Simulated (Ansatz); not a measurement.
# WHO+ (quintet): wave-function methods side by side, def2-TZVPP

An exercise on one series of results from a longer session: the logs are not shown, and one member is left open.

Computed with Ansatz 0.2.0, Gaussian basis. Level: def2-TZVPP, core rule «outside noble gas», up to 5 orbitals frozen.

Plan: UHF; ROHF; CCSD(T) on UHF.

3 further runs of the same task are left out: 1 for a known fault of the program, 2 set aside as unsound or not needed.

## What is computed

The geometry is a PBE0/def2-TZVP stationary point (not a proven minimum) of the parent state, kept for this charge and spin. No spin-orbit coupling is included. Elements past krypton take def2 core potentials.

3 atoms, charge 1, spin multiplicity 5.

Atoms are counted from 1 here; the program's logs count them from 0.

Bond lengths: W1–O2 1.921 Å, O2–H3 0.962 Å. Angles: W1–O2–H3 119.2°.

Set-up of the first run:

in.yaml reads:

```yaml
crystal:
  periodic: [false, false, false]
  atoms:
    - {symbol: W, position_ang: [0.000000, 0.005553, 0.165001]}
    - {symbol: O, position_ang: [0.000000, -0.108057, -1.752846]}
    - {symbol: H, position_ang: [0.000000, 0.702391, -2.271247]}
basis:
  gaussian: {orbitals: def2-TZVPP}
total_charge: 1
magnetization: {spin_polarized: true, initial_magnetization: 4}
hamiltonian: {xc: hf}
output: {orbitals: {seedname: orbitals}}
```

Command:

```console
ansatz run in.yaml --threads 1 --pin off --events-out ev --progress --plain --max-ram 3968MiB --backend cpu
```

Steps of the session up to this table: UHF; ROHF; CCSD(T) on UHF.

One table of the session follows, with a row left open; its other results are not shown here.

```
  method  from UCCSD(T) (kJ/mol)
    ROHF                  +953.6
     UHF                  +932.9
    UMP2                   +53.7
   UCCSD                       ?
UCCSD(T)                       0
```

Q: Estimate the row for UCCSD from the others.

As computed: from UCCSD(T) (kJ/mol): +43.1. In the column «from UCCSD(T) (kJ/mol)» it lies between UCCSD(T) (0) and UMP2 (+53.7).
